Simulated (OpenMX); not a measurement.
Crystal: MnSb.

```
Sb Mn
1.0
     4.15000    0.00000    0.00000
    -2.07500    3.59401    0.00000
     0.00000    0.00000    5.78000
Sb Mn
2 2
Direct
  0.66667 0.33333 0.75000
  0.33333 0.66667 0.25000
  0.00000 0.00000 0.50000
  0.00000 0.00000 0.00000
```

Base run:

| Property | Result |
| --- | --- |
| Program | OpenMX 3.8.5 |
| Functional | PBE |
| Potentials or basis | OpenMX 2013 PBE set, Sb7.0-s3p2d2, Mn6.0-s3p2d2, grid cutoff 500 Ry |
| k mesh | 5 × 5 × 5 |
| Occupations | fermi-dirac, width 0.05 eV |
| Spin | collinear spin, ferromagnetic start |
| Starting moments | [0.0, 0.0, 4.0, 4.0] μB |
| Hubbard terms | Mn U = 2 eV |

Its results: net moment 7.65 μB per cell; site moments Sb -0.49; Mn +4.31 μB; largest force 0.007 eV/Å.

Task: The run is repeated on the same cell with these changes: hubbard terms from Mn U = 2 eV to Mn U = 8 eV. What comes out?

Result: Net moment 8.41 μB per cell; site moments Sb -0.85; Mn +5.05 μB; largest force 0.007 eV/Å.

Caveats: U acts on the first radial function of the shell alone, so its value doesn't carry over to other programs; only a ferromagnetic start was run, and an antiferromagnetic order may lie lower in energy; the U is typed as a test and isn't derived for this compound.
